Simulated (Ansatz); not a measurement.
# CBF₅O: a ladder of functionals and wavefunction methods

One table from this session's results is given with a row withheld; the runs are named, their logs left out.

Computed with Ansatz 0.2.0, Gaussian basis. Level: functionals in def2-TZVPP, the program's frozen cores in correlated methods.

Plan: LDA (SPW92), PBE-D4, revPBE-D4, BLYP-D4, r2SCAN-D4, B97M-V, PBE0-D4, B3LYP-D4, r2SCANh-D4, r2SCAN0-D4, HSE06-D4, BHLYP-D4, CAM-B3LYP-D4, LC-ωPBE, ωB97X-V, ωB97M-V, B2PLYP, PBE-QIDH; CCSD(T)/def2-SVP; CCSD(T)/def2-TZVPP; MP2/def2-QZVPP; extrapolation to the limit; RPA on PBE.

## The relaxed structure

The geometry comes from an earlier relaxation with PBE0-D4 in a triple-zeta def2 set; it is a stationary point, not always the lowest conformer.

SMILES `FB(F)OC(F)(F)F`, 8 atoms, charge 0, spin multiplicity 1.

Atoms are counted from 1 here; the program's logs count them from 0.

Bond lengths: F1–B2 1.312 Å, B2–F3 1.309 Å, B2–O4 1.367 Å, O4–C5 1.354 Å, C5–F6 1.330 Å, C5–F7 1.330 Å, C5–F8 1.320 Å. Angles: F1–B2–F3 120.2°, F1–B2–O4 122.6°, F3–B2–O4 117.2°, B2–O4–C5 123.8°, O4–C5–F6 111.5°, O4–C5–F7 111.5°, O4–C5–F8 108.3°, F6–C5–F7 108.1°, F6–C5–F8 108.6°, F7–C5–F8 108.6°.

Set-up of the first run:

Contents of in.yaml:

```yaml
crystal:
  periodic: [false, false, false]
  atoms:
    - {symbol: F, position_ang: [0.186709, -1.680579, 0.917130]}
    - {symbol: B, position_ang: [0.053729, -1.326122, -0.339126]}
    - {symbol: F, position_ang: [0.018392, -2.235815, -1.279528]}
    - {symbol: O, position_ang: [-0.052871, -0.020220, -0.728957]}
    - {symbol: C, position_ang: [-0.032678, 1.026862, 0.129882]}
    - {symbol: F, position_ang: [-1.032718, 0.960985, 1.003821]}
    - {symbol: F, position_ang: [1.108753, 1.078603, 0.810054]}
    - {symbol: F, position_ang: [-0.157016, 2.139186, -0.569076]}
basis:
  gaussian: {orbitals: def2-TZVPP}
hamiltonian: {xc: lda}
output: {orbitals: {seedname: orbitals}}
```

Run with:

```sh
$ ansatz run in.yaml --threads 4 --pin off --events-out ev --progress --plain --max-ram 11315MiB
```

Among the steps run: LDA; PBE-D4 (GGA); revPBE-D4 (GGA); BLYP-D4 (GGA); r2SCAN-D4 (meta-GGA); B97M-V (meta-GGA); B3LYP-D4 (hybrid); r2SCANh-D4 (hybrid); r2SCAN0-D4 (hybrid); HSE06-D4 (hybrid); BHLYP-D4 (hybrid); CAM-B3LYP-D4 (range-separated); LC-ωPBE (range-separated); ωB97X-V (range-separated); ωB97M-V (range-separated); B2PLYP (double hybrid); PBE-QIDH (double hybrid).

One of the session's tables, all rows but one given; the rest of the session is left out.

It belongs to the step «Orbital energies across the functionals». 

```
  functional  HOMO (eV)  gap (eV)
 LDA (SPW92)          ?         ?
      PBE-D4      -9.57      8.94
   revPBE-D4      -9.46      9.01
     BLYP-D4      -9.49      8.94
   r2SCAN-D4     -10.07      9.97
      B97M-V     -10.18     10.14
     PBE0-D4     -11.54     12.02
    B3LYP-D4     -11.24     11.38
  r2SCANh-D4     -10.80     11.07
  r2SCAN0-D4     -11.90     12.71
    HSE06-D4     -11.13     11.22
    BHLYP-D4     -13.46     14.54
CAM-B3LYP-D4     -13.11     14.33
     LC-ωPBE     -14.42     16.99
     ωB97X-V     -14.07     16.43
     ωB97M-V     -14.01     15.82
```

Q: Estimate the row for LDA (SPW92) from the others.

**Answer.** HOMO (eV): -9.85; gap (eV): 8.79. In the column «HOMO (eV)» it lies between r2SCAN-D4 (-10.07) and PBE-D4 (-9.57).
